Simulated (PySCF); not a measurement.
# C2H7GaGe: NMR shifts at several levels of theory

How much do the NMR shifts of C2H7GaGe (`C=[C]([GaH2])[GeH3]`) depend on the level of theory, and what does each level cost?

Programs: PySCF 2.14.0, with density-fitted response routines of our own. Each step states its level of theory. These are calculated values for one molecule in the gas phase, unless marked as measured. Atoms are numbered from 0 throughout.

### 1 The starting structure

11 atoms, charge 0, multiplicity 1; geometry from: PBE0-D3(BJ)/def2-SVP.

Bonds of the start (Å): C0–C1 1.35, C1–Ga2 1.96, C1–Ge3 1.95, C0–H4 1.10, C0–H5 1.10, Ga2–H6 1.57, Ga2–H7 1.57, Ge3–H8 1.54, Ge3–H9 1.54, Ge3–H10 1.54.

### 2 Shielding tensors: PBE0/6-31G*

Job settings and geometry (Å):

```
{"job": {"kind": "nmr", "xc": "PBE0", "basis": "6-31G*", "pop": true}, "charge": 0, "multiplicity": 1}
C     -0.027425     0.849714    -1.366232
C      0.113425     0.132759    -0.235320
Ga     1.928292    -0.401642     0.280120
Ge    -1.456792    -0.338072     0.813658
H     -1.003330     1.194136    -1.739852
H      0.833573     1.135846    -1.987053
H      2.193655    -1.247248     1.577941
H      3.098540     0.055888    -0.667674
H     -1.578584    -1.870521     0.930885
H     -2.724551     0.226375     0.138684
H     -1.338501     0.236869     2.239231
```

Level: GIAO PBE0/6-31G* NMR shielding, non-relativistic, gas phase.

The run is started by

```sh
> OMP_NUM_THREADS=1 python probes_run.py task.json out
```

This one command runs all jobs of the session in turn.

Standard output:

```text
coarse grid: 42496 points
cycle   1  E = -4080.9792045239  dE = -9.939e-01  |g| = 6.224e-01  |ddm| = 3.107e+00
cycle   2  E = -4080.9382999119  dE =  4.090e-02  |g| = 7.939e-01  |ddm| = 1.036e+00
cycle   3  E = -4081.0320939810  dE = -9.379e-02  |g| = 5.934e-02  |ddm| = 6.655e-01
cycle   4  E = -4081.0327834592  dE = -6.895e-04  |g| = 3.176e-02  |ddm| = 8.215e-02
cycle   5  E = -4081.0330014669  dE = -2.180e-04  |g| = 1.034e-02  |ddm| = 3.434e-02
cycle   6  E = -4081.0330284881  dE = -2.702e-05  |g| = 1.843e-03  |ddm| = 9.840e-03
cycle   7  E = -4081.0330293458  dE = -8.576e-07  |g| = 1.905e-04  |ddm| = 1.828e-03
final grid: 86352 points
cycle   8  E = -4081.0330217194  dE = -5.721e-09  |g| = 2.353e-04  |ddm| = 6.402e-04
cycle   9  E = -4081.0330217135  dE =  5.827e-09  |g| = 2.951e-04  |ddm| = 4.196e-04
cycle  10  E = -4081.0330217290  dE = -1.553e-08  |g| = 9.623e-06  |ddm| = 2.380e-04
cycle  11  E = -4081.0330217291  dE = -2.638e-11  |g| = 3.291e-06  |ddm| = 1.598e-05
converged SCF energy = -4081.0330217291

GIAO shielding tensors (ppm)
atom      isotropic    diamagn.    paramagn.     s11        s22        s33       span
  0 C       42.757     256.410    -213.652    -65.512     44.377    149.408    214.920
  1 C       45.031     239.518    -194.486    -48.014     -6.524    189.632    237.646
  2 Ga    1418.252    2643.139   -1224.887   1330.114   1402.330   1522.312    192.198
  3 Ge    1679.130    2760.148   -1081.019   1559.712   1692.150   1785.527    225.815
  4 H       24.887      30.247      -5.360     21.831     23.239     29.590      7.759
  5 H       25.020      30.061      -5.041     22.240     23.232     29.587      7.347
  6 H       25.027      28.880      -3.853     20.180     20.435     34.466     14.287
  7 H       25.300      28.739      -3.438     19.515     21.479     34.907     15.392
  8 H       27.274      29.091      -1.817     21.210     22.890     37.722     16.511
  9 H       27.607      29.168      -1.560     21.754     23.159     37.909     16.155
 10 H       27.276      29.089      -1.814     21.216     22.884     37.728     16.513
```

It took 18 s on 1 thread of Arm Neoverse N1, shared host; peak memory 0.61 GiB.

Shifts follow as δ = σ(reference) − σ, with reference shieldings (ppm) from runs at the same level and on the same kind of geometry: 1H TMS 31.96, 13C TMS 194.1, 73Ge GeMe4 1541, 71Ga GaH4- 1880. The references are single molecules in the gas phase. Shifts against hydride references such as AlH4− lie on their own scale. Atoms listed in one row are averaged.

```
      atoms                          environment  σ (ppm)  δ (ppm)
         C0                 terminal =CH2 carbon     42.8    151.4
         C1      fully substituted alkene carbon     45.0    149.1
         H4   hydrogen on a terminal =CH2 carbon    24.89     7.08
         H5   hydrogen on a terminal =CH2 carbon    25.02     6.94
     H6, H7         hydrogen on a Ga bonded to C    25.16     6.80
H8, H9, H10  hydrogen on a germanium bonded to C    27.39     4.58
        Ga2                  Ga bonded to C, 2 H     1418      462
        Ge3           germanium bonded to C, 3 H     1679     -138
```

Charges from the same density, by scheme (e):

```
atoms  Mulliken    IAO  Hirshfeld  ESP fit
   C0     -0.36  -0.22      -0.06    -0.42
   C1     -0.01  -0.49      -0.20     0.01
  Ga2     -0.11   0.48       0.36     0.47
  Ge3     -0.04   0.43       0.24    -0.01
```

Mayer bond orders: C0–C1 1.82, C1–Ga2 1.03, C1–Ge3 0.96.

### 3 NMR shieldings: PBE0/def2-SVP

Settings changed since step 2:

```diff
@@ -1,2 +1,2 @@
-{"job": {"kind": "nmr", "xc": "PBE0", "basis": "6-31G*", "pop": true}, "charge": 0, "multiplicity": 1}
+{"job": {"kind": "nmr", "xc": "PBE0", "basis": "def2-SVP", "pop": true}, "charge": 0, "multiplicity": 1}
 C     -0.027425     0.849714    -1.366232
```

With the program's defaults for keys left out, this is: GIAO PBE0/def2-SVP NMR shielding, non-relativistic, gas phase.

Standard output:

```text
coarse grid: 42496 points
cycle   1  E = -4080.9869204114  dE = -1.038e+00  |g| = 5.988e-01  |ddm| = 3.280e+00
cycle   2  E = -4080.9536099330  dE =  3.331e-02  |g| = 7.391e-01  |ddm| = 9.543e-01
cycle   3  E = -4081.0375144923  dE = -8.390e-02  |g| = 5.908e-02  |ddm| = 6.118e-01
cycle   4  E = -4081.0382531488  dE = -7.387e-04  |g| = 3.076e-02  |ddm| = 8.467e-02
cycle   5  E = -4081.0384594509  dE = -2.063e-04  |g| = 9.966e-03  |ddm| = 3.438e-02
cycle   6  E = -4081.0384851545  dE = -2.570e-05  |g| = 1.866e-03  |ddm| = 1.036e-02
cycle   7  E = -4081.0384860704  dE = -9.160e-07  |g| = 2.154e-04  |ddm| = 1.823e-03
final grid: 86352 points
cycle   8  E = -4081.0384520185  dE = -6.536e-09  |g| = 2.470e-04  |ddm| = 7.542e-04
cycle   9  E = -4081.0384520128  dE =  5.690e-09  |g| = 3.045e-04  |ddm| = 4.155e-04
cycle  10  E = -4081.0384520283  dE = -1.546e-08  |g| = 1.525e-05  |ddm| = 2.343e-04
cycle  11  E = -4081.0384520283  dE = -4.911e-11  |g| = 5.510e-06  |ddm| = 1.978e-05
converged SCF energy = -4081.0384520283

GIAO shielding tensors (ppm)
atom      isotropic    diamagn.    paramagn.     s11        s22        s33       span
  0 C       38.230     251.619    -213.388    -73.453     36.725    151.419    224.871
  1 C       38.808     250.646    -211.837    -58.673    -20.721    195.818    254.491
  2 Ga    1354.678    2637.568   -1282.890   1200.714   1360.026   1503.294    302.580
  3 Ge    1663.857    2754.141   -1090.283   1546.407   1679.041   1766.124    219.717
  4 H       24.047      30.709      -6.662     20.615     22.707     28.818      8.203
  5 H       24.303      30.358      -6.056     21.095     22.616     29.198      8.103
  6 H       24.939      28.313      -3.374     20.280     20.755     33.780     13.500
  7 H       25.170      28.423      -3.253     19.885     21.216     34.410     14.525
  8 H       26.827      28.621      -1.794     20.855     22.543     37.082     16.228
  9 H       27.149      28.831      -1.682     21.305     22.598     37.544     16.238
 10 H       26.828      28.620      -1.792     20.860     22.536     37.088     16.228
```

Wall time 20 s (1 thread of Arm Neoverse N1, shared host); peak memory 0.76 GiB.

Key values: δ C0 155.5, C1 154.9, Ga2 465, Ge3 -206, H4 7.30, H5 7.04 ppm.

### 4 NMR shieldings: PBE0/def2-TZVP

Settings changed since step 3:

```diff
@@ -1,2 +1,2 @@
-{"job": {"kind": "nmr", "xc": "PBE0", "basis": "def2-SVP", "pop": true}, "charge": 0, "multiplicity": 1}
+{"job": {"kind": "nmr", "xc": "PBE0", "basis": "def2-TZVP", "pop": true}, "charge": 0, "multiplicity": 1}
 C     -0.027425     0.849714    -1.366232
```

Level: GIAO PBE0/def2-TZVP NMR shielding, non-relativistic, gas phase.

Standard output:

```text
coarse grid: 42496 points
cycle   1  E = -4081.5433285922  dE = -9.766e-01  |g| = 9.706e-01  |ddm| = 2.540e+00
cycle   2  E = -4081.4725319094  dE =  7.080e-02  |g| = 1.247e+00  |ddm| = 1.069e+00
cycle   3  E = -4081.6297908254  dE = -1.573e-01  |g| = 7.674e-02  |ddm| = 6.843e-01
cycle   4  E = -4081.6307655882  dE = -9.748e-04  |g| = 3.689e-02  |ddm| = 7.985e-02
cycle   5  E = -4081.6310272510  dE = -2.617e-04  |g| = 1.349e-02  |ddm| = 3.512e-02
cycle   6  E = -4081.6310725807  dE = -4.533e-05  |g| = 2.427e-03  |ddm| = 9.309e-03
cycle   7  E = -4081.6310739403  dE = -1.360e-06  |g| = 2.300e-04  |ddm| = 1.808e-03
final grid: 86352 points
cycle   8  E = -4081.6310620083  dE = -1.690e-08  |g| = 2.408e-04  |ddm| = 1.646e-03
cycle   9  E = -4081.6310620001  dE =  8.193e-09  |g| = 3.010e-04  |ddm| = 4.111e-04
cycle  10  E = -4081.6310620217  dE = -2.161e-08  |g| = 2.234e-05  |ddm| = 2.372e-04
cycle  11  E = -4081.6310620219  dE = -1.628e-10  |g| = 6.389e-06  |ddm| = 2.410e-05
converged SCF energy = -4081.6310620219

GIAO shielding tensors (ppm)
atom      isotropic    diamagn.    paramagn.     s11        s22        s33       span
  0 C       23.824     253.093    -229.269    -96.035     26.454    141.052    237.088
  1 C       21.651     248.048    -226.397    -83.027    -40.831    188.811    271.838
  2 Ga    1228.986    2642.101   -1413.115   1085.783   1203.476   1397.698    311.915
  3 Ge    1557.966    2759.757   -1201.791   1421.380   1570.200   1682.317    260.937
  4 H       23.970      30.350      -6.380     20.480     22.804     28.625      8.144
  5 H       24.258      30.181      -5.922     21.055     22.744     28.976      7.921
  6 H       25.080      28.099      -3.018     20.485     21.043     33.713     13.228
  7 H       25.302      28.209      -2.907     20.151     21.431     34.325     14.174
  8 H       26.878      28.587      -1.709     21.023     22.558     37.054     16.031
  9 H       27.144      28.805      -1.661     21.432     22.557     37.443     16.010
 10 H       26.879      28.587      -1.708     21.028     22.551     37.059     16.031
```

Run time: 41 s. Hardware: 1 thread of Arm Neoverse N1, shared host; peak memory 0.96 GiB.

In short: δ C1 165.0, C0 162.8, Ga2 517, Ge3 -184, H4 7.51, H5 7.22 ppm.

### 5 Shielding tensors: PBE0/cc-pVDZ

Settings changed since step 4:

```diff
@@ -1,2 +1,2 @@
-{"job": {"kind": "nmr", "xc": "PBE0", "basis": "def2-TZVP", "pop": true}, "charge": 0, "multiplicity": 1}
+{"job": {"kind": "nmr", "xc": "PBE0", "basis": "cc-pVDZ", "pop": true}, "charge": 0, "multiplicity": 1}
 C     -0.027425     0.849714    -1.366232
```

With the program's defaults for keys left out, this is: GIAO PBE0/cc-pVDZ NMR shielding, non-relativistic, gas phase.

Standard output:

```text
coarse grid: 42496 points
cycle   1  E = -4081.5076147911  dE = -9.598e-01  |g| = 3.508e-01  |ddm| = 6.121e+00
cycle   2  E = -4081.4913358236  dE =  1.628e-02  |g| = 4.099e-01  |ddm| = 1.633e+00
cycle   3  E = -4081.5389005151  dE = -4.756e-02  |g| = 6.797e-02  |ddm| = 8.916e-01
cycle   4  E = -4081.5401007866  dE = -1.200e-03  |g| = 2.590e-02  |ddm| = 1.635e-01
cycle   5  E = -4081.5402612047  dE = -1.604e-04  |g| = 1.050e-02  |ddm| = 5.880e-02
cycle   6  E = -4081.5402927484  dE = -3.154e-05  |g| = 7.084e-04  |ddm| = 1.858e-02
cycle   7  E = -4081.5402929268  dE = -1.784e-07  |g| = 1.322e-04  |ddm| = 2.890e-03
final grid: 86352 points
cycle   8  E = -4081.5402617722  dE = -5.964e-09  |g| = 1.433e-04  |ddm| = 1.126e-03
cycle   9  E = -4081.5402617609  dE =  1.133e-08  |g| = 2.494e-04  |ddm| = 6.659e-04
cycle  10  E = -4081.5402617789  dE = -1.802e-08  |g| = 2.400e-05  |ddm| = 3.898e-04
cycle  11  E = -4081.5402617790  dE = -1.546e-10  |g| = 6.175e-06  |ddm| = 5.723e-05
converged SCF energy = -4081.5402617790

GIAO shielding tensors (ppm)
atom      isotropic    diamagn.    paramagn.     s11        s22        s33       span
  0 C       40.994     252.889    -211.895    -70.672     41.395    152.260    222.932
  1 C       40.102     244.317    -204.215    -55.539    -16.677    192.523    248.062
  2 Ga    1425.426    2639.447   -1214.021   1290.587   1395.930   1589.761    299.173
  3 Ge    1718.169    2755.829   -1037.660   1598.499   1734.526   1821.483    222.984
  4 H       23.875      30.460      -6.586     20.374     22.604     28.646      8.273
  5 H       24.155      30.042      -5.886     20.899     22.541     29.026      8.126
  6 H       24.839      28.545      -3.706     20.178     20.550     33.789     13.611
  7 H       25.057      28.610      -3.553     19.622     21.159     34.390     14.768
  8 H       26.804      28.880      -2.076     20.805     22.453     37.154     16.349
  9 H       27.100      29.089      -1.990     21.253     22.493     37.554     16.301
 10 H       26.805      28.879      -2.074     20.810     22.446     37.159     16.350
```

It took 21 s on 1 thread of Arm Neoverse N1, shared host; peak memory 0.7 GiB.

In short: δ C1 156.7, C0 155.8, Ga2 467, Ge3 -175, H4 7.42, H5 7.13 ppm.

### 6 Shielding tensors: PBE0/cc-pVTZ

Settings changed since step 5:

```diff
@@ -1,2 +1,2 @@
-{"job": {"kind": "nmr", "xc": "PBE0", "basis": "cc-pVDZ", "pop": true}, "charge": 0, "multiplicity": 1}
+{"job": {"kind": "nmr", "xc": "PBE0", "basis": "cc-pVTZ", "pop": true}, "charge": 0, "multiplicity": 1}
 C     -0.027425     0.849714    -1.366232
```

Level: GIAO PBE0/cc-pVTZ NMR shielding, non-relativistic, gas phase.

Standard output:

```text
coarse grid: 42496 points
cycle   1  E = -4081.6436431523  dE = -9.764e-01  |g| = 6.416e-01  |ddm| = 8.179e+00
cycle   2  E = -4081.6090107218  dE =  3.463e-02  |g| = 7.333e-01  |ddm| = 5.057e+00
cycle   3  E = -4081.7017442602  dE = -9.273e-02  |g| = 9.269e-02  |ddm| = 3.190e+00
cycle   4  E = -4081.7039017491  dE = -2.157e-03  |g| = 3.042e-02  |ddm| = 2.353e-01
cycle   5  E = -4081.7040583895  dE = -1.566e-04  |g| = 1.540e-02  |ddm| = 9.787e-02
cycle   6  E = -4081.7041239348  dE = -6.555e-05  |g| = 1.942e-03  |ddm| = 2.615e-02
cycle   7  E = -4081.7041247807  dE = -8.459e-07  |g| = 2.698e-04  |ddm| = 7.412e-03
final grid: 86352 points
cycle   8  E = -4081.7040864296  dE = -2.060e-08  |g| = 2.808e-04  |ddm| = 3.789e-03
cycle   9  E = -4081.7040864197  dE =  9.842e-09  |g| = 3.543e-04  |ddm| = 2.640e-03
cycle  10  E = -4081.7040864415  dE = -2.181e-08  |g| = 6.680e-05  |ddm| = 1.447e-03
cycle  11  E = -4081.7040864426  dE = -1.060e-09  |g| = 8.600e-06  |ddm| = 1.135e-04
cycle  12  E = -4081.7040864426  dE = -1.273e-11  |g| = 2.078e-06  |ddm| = 3.430e-05
converged SCF energy = -4081.7040864426

GIAO shielding tensors (ppm)
atom      isotropic    diamagn.    paramagn.     s11        s22        s33       span
  0 C       25.302     251.348    -226.046    -93.414     27.844    141.476    234.890
  1 C       24.311     238.720    -214.409    -79.792    -36.752    189.477    269.269
  2 Ga    1311.464    2638.579   -1327.115   1182.118   1285.207   1467.067    284.949
  3 Ge    1595.245    2755.740   -1160.495   1463.424   1608.694   1713.617    250.193
  4 H       23.762      29.778      -6.016     20.292     22.503     28.491      8.199
  5 H       24.081      29.794      -5.713     20.894     22.503     28.846      7.952
  6 H       25.012      28.399      -3.386     20.386     20.987     33.664     13.277
  7 H       25.227      28.529      -3.302     20.097     21.340     34.245     14.148
  8 H       26.839      28.703      -1.863     21.001     22.500     37.018     16.017
  9 H       27.105      28.793      -1.688     21.407     22.539     37.369     15.962
 10 H       26.841      28.702      -1.861     21.006     22.493     37.023     16.017
```

It took 61 s on 1 thread of Arm Neoverse N1, shared host; peak memory 1 GiB.

This run: δ C1 163.0, C0 162.0, Ga2 490, Ge3 -180, H4 7.53, H5 7.21 ppm.

### 7 Nuclear shieldings: PBE0/aug-cc-pVDZ

Settings changed since step 6:

```diff
@@ -1,2 +1,2 @@
-{"job": {"kind": "nmr", "xc": "PBE0", "basis": "cc-pVTZ", "pop": true}, "charge": 0, "multiplicity": 1}
+{"job": {"kind": "nmr", "xc": "PBE0", "basis": "aug-cc-pVDZ", "pop": true}, "charge": 0, "multiplicity": 1}
 C     -0.027425     0.849714    -1.366232
```

Method: GIAO PBE0/aug-cc-pVDZ NMR shielding, non-relativistic, gas phase.

Standard output:

```text
coarse grid: 42496 points
cycle   1  E = -4081.5114764187  dE = -9.633e-01  |g| = 3.716e-01  |ddm| = 8.690e+00
cycle   2  E = -4081.4919089736  dE =  1.957e-02  |g| = 4.369e-01  |ddm| = 2.950e+00
cycle   3  E = -4081.5446398582  dE = -5.273e-02  |g| = 7.557e-02  |ddm| = 1.385e+00
cycle   4  E = -4081.5461436838  dE = -1.504e-03  |g| = 2.608e-02  |ddm| = 3.033e-01
cycle   5  E = -4081.5462947655  dE = -1.511e-04  |g| = 1.190e-02  |ddm| = 7.247e-02
cycle   6  E = -4081.5463350106  dE = -4.025e-05  |g| = 8.041e-04  |ddm| = 2.820e-02
cycle   7  E = -4081.5463352237  dE = -2.131e-07  |g| = 1.352e-04  |ddm| = 4.556e-03
final grid: 86352 points
cycle   8  E = -4081.5463021484  dE = -1.956e-08  |g| = 1.603e-04  |ddm| = 1.139e-02
cycle   9  E = -4081.5463021332  dE =  1.510e-08  |g| = 2.863e-04  |ddm| = 1.085e-03
cycle  10  E = -4081.5463021569  dE = -2.361e-08  |g| = 2.407e-05  |ddm| = 5.104e-04
cycle  11  E = -4081.5463021570  dE = -1.864e-10  |g| = 7.189e-06  |ddm| = 8.653e-05
converged SCF energy = -4081.5463021570

GIAO shielding tensors (ppm)
atom      isotropic    diamagn.    paramagn.     s11        s22        s33       span
  0 C       41.675     206.290    -164.614    -69.473     41.851    152.649    222.122
  1 C       36.420     219.785    -183.365    -60.456    -22.145    191.861    252.317
  2 Ga    1403.852    2643.361   -1239.509   1276.840   1369.658   1565.058    288.218
  3 Ge    1705.693    2762.400   -1056.707   1574.474   1715.655   1826.950    252.476
  4 H       23.766      32.850      -9.084     20.408     22.575     28.314      7.907
  5 H       24.102      31.187      -7.085     20.919     22.654     28.734      7.815
  6 H       24.880      29.237      -4.357     20.287     20.722     33.631     13.344
  7 H       25.075      28.870      -3.795     19.790     21.211     34.223     14.433
  8 H       26.788      29.019      -2.231     20.854     22.427     37.082     16.228
  9 H       27.048      29.176      -2.127     21.315     22.440     37.390     16.076
 10 H       26.789      29.018      -2.229     20.859     22.421     37.087     16.228
```

It took 40 s on 1 thread of Arm Neoverse N1, shared host; peak memory 0.86 GiB.

This run: δ C1 158.7, C0 153.4, Ga2 471, Ge3 -192, H4 7.63, H5 7.29 ppm.

### 8 NMR shieldings: PBE0/pcSseg-0

Settings changed since step 7:

```diff
@@ -1,2 +1,2 @@
-{"job": {"kind": "nmr", "xc": "PBE0", "basis": "aug-cc-pVDZ", "pop": true}, "charge": 0, "multiplicity": 1}
+{"job": {"kind": "nmr", "xc": "PBE0", "basis": "pcSseg-0", "pop": true}, "charge": 0, "multiplicity": 1}
 C     -0.027425     0.849714    -1.366232
```

Method: GIAO PBE0/pcSseg-0 NMR shielding, non-relativistic, gas phase.

Standard output:

```text
coarse grid: 42496 points
cycle   1  E = -4076.7865085093  dE = -1.951e+00  |g| = 3.235e-01  |ddm| = 3.331e+00
cycle   2  E = -4076.7763711172  dE =  1.014e-02  |g| = 3.430e-01  |ddm| = 7.357e-01
cycle   3  E = -4076.8072127383  dE = -3.084e-02  |g| = 8.909e-02  |ddm| = 5.106e-01
cycle   4  E = -4076.8091407965  dE = -1.928e-03  |g| = 2.966e-02  |ddm| = 1.229e-01
cycle   5  E = -4076.8093846296  dE = -2.438e-04  |g| = 5.446e-03  |ddm| = 3.695e-02
cycle   6  E = -4076.8093926787  dE = -8.049e-06  |g| = 5.787e-04  |ddm| = 7.922e-03
final grid: 86352 points
cycle   7  E = -4076.8093692247  dE = -3.511e-08  |g| = 5.329e-04  |ddm| = 2.150e-03
cycle   8  E = -4076.8093691444  dE =  8.028e-08  |g| = 7.615e-04  |ddm| = 1.984e-03
cycle   9  E = -4076.8093693075  dE = -1.631e-07  |g| = 1.531e-04  |ddm| = 1.072e-03
cycle  10  E = -4076.8093693133  dE = -5.743e-09  |g| = 1.930e-05  |ddm| = 1.502e-04
cycle  11  E = -4076.8093693134  dE = -1.137e-10  |g| = 1.719e-06  |ddm| = 2.643e-05
converged SCF energy = -4076.8093693134

GIAO shielding tensors (ppm)
atom      isotropic    diamagn.    paramagn.     s11        s22        s33       span
  0 C       22.061     257.436    -235.376   -102.020     21.841    146.360    248.380
  1 C       33.858     259.052    -225.193    -76.560    -21.115    199.251    275.811
  2 Ga    1352.707    2628.988   -1276.280   1186.496   1294.455   1577.171    390.675
  3 Ge    1727.916    2746.424   -1018.507   1579.740   1742.830   1861.179    281.439
  4 H       25.218      30.692      -5.473     22.007     24.219     29.430      7.423
  5 H       25.440      30.572      -5.132     22.409     24.261     29.651      7.242
  6 H       25.726      28.634      -2.909     21.260     21.494     34.423     13.163
  7 H       25.966      29.002      -3.037     20.515     22.377     35.005     14.490
  8 H       27.904      28.732      -0.828     21.633     24.064     38.015     16.382
  9 H       28.230      29.233      -1.003     21.982     24.187     38.520     16.538
 10 H       27.905      28.731      -0.826     21.640     24.056     38.019     16.379
```

Wall time 13 s (1 thread of Arm Neoverse N1, shared host); peak memory 0.6 GiB.

This run: δ C0 171.5, C1 159.7, Ga2 561, Ge3 -179, H4 7.61, H5 7.39 ppm.

### 9 Side by side: NMR shifts

Shifts (ppm) of some atoms, chosen among heavy atoms and hydrogens apart, means over like atoms, with basis size and wall time:

```
             run     C0     C1    H4    H6    H8  Ga2   Ge3  functions  time
     PBE0/6-31G*  151.4  149.1  7.08  6.80  4.58  462  -138        106  18 s
   PBE0/def2-SVP  155.5  154.9  7.30  6.29  4.41  465  -206        127  20 s
  PBE0/def2-TZVP  162.8  165.0  7.51  6.29  4.51  517  -184        200  41 s
    PBE0/cc-pVDZ  155.8  156.7  7.42  6.34  4.39  467  -175        117  21 s
    PBE0/cc-pVTZ  162.0  163.0  7.53  6.17  4.36  490  -180        244  61 s
PBE0/aug-cc-pVDZ  153.4  158.7  7.63  6.42  4.52  471  -192        181  40 s
   PBE0/pcSseg-0  171.5  159.7  7.61  6.99  4.82  561  -179         82  13 s
```

### 10 Outcome

```
                                                            quantity                       value
                                13C shifts against TMS (PBE0/6-31G*)            151.4, 149.1 ppm
1H shifts against TMS (PBE0/6-31G*, means over atoms taken as alike)  7.08, 6.94, 6.80, 4.58 ppm
                             71Ga shifts against GaH4- (PBE0/6-31G*)                     462 ppm
                             73Ge shifts against GeMe4 (PBE0/6-31G*)                    -138 ppm
                                           range of the shift of Ga2              462 to 561 ppm
```

In words: Single values in the summary come from the first sound run of each kind (PBE0/6-31G*), which need not be the best level. Across the 7 runs the shift of Ga2 moves most, between 462 (PBE0/6-31G*) and 561 ppm (PBE0/pcSseg-0). Part of that comes from the computed reference. Spin-orbit coupling is left out, which matters for shieldings and couplings at and beside the heavy atoms.
